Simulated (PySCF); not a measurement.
# C2H4NOSn: the cost of one run

Computed with PySCF 2.14.0 and routines of our own; the level stands in each step. Atoms count from 0.

### 1 The starting structure

9 atoms, charge 0, multiplicity 2; geometry from: GFN2-xTB.

### 2 Geometry optimisation at PBE0-D3(BJ)/def2-SVP

Job settings and geometry (Å):

```
{"job": {"xc": "PBE0", "basis": "def2-SVP", "d3": "d3bj", "grid": 1, "maxiter": 30, "shake": 0.01, "kind": "geom"}, "charge": 0, "multiplicity": 2}
N      1.180790     2.042150     0.973510
C      1.369300     1.021080     0.495450
C      1.488760    -0.214020    -0.071600
O      0.500400    -0.951710    -0.425100
Sn    -1.485570    -0.383490    -0.221390
H      2.475660    -0.646790    -0.245020
H     -1.645850     1.004550    -1.122250
H     -2.098270    -1.762310    -0.855970
H     -1.727410    -0.126610     1.438650
```

Launch:

```bash
$ OMP_NUM_THREADS=1 python heavy_run.py task.json out
```

This one command runs all jobs of the session in turn.

**Question.** How long does this first job take on 1 thread of Arm Neoverse N1, shared host, and how much memory does it need?

About 80 s, with a peak of 0.43 GiB.
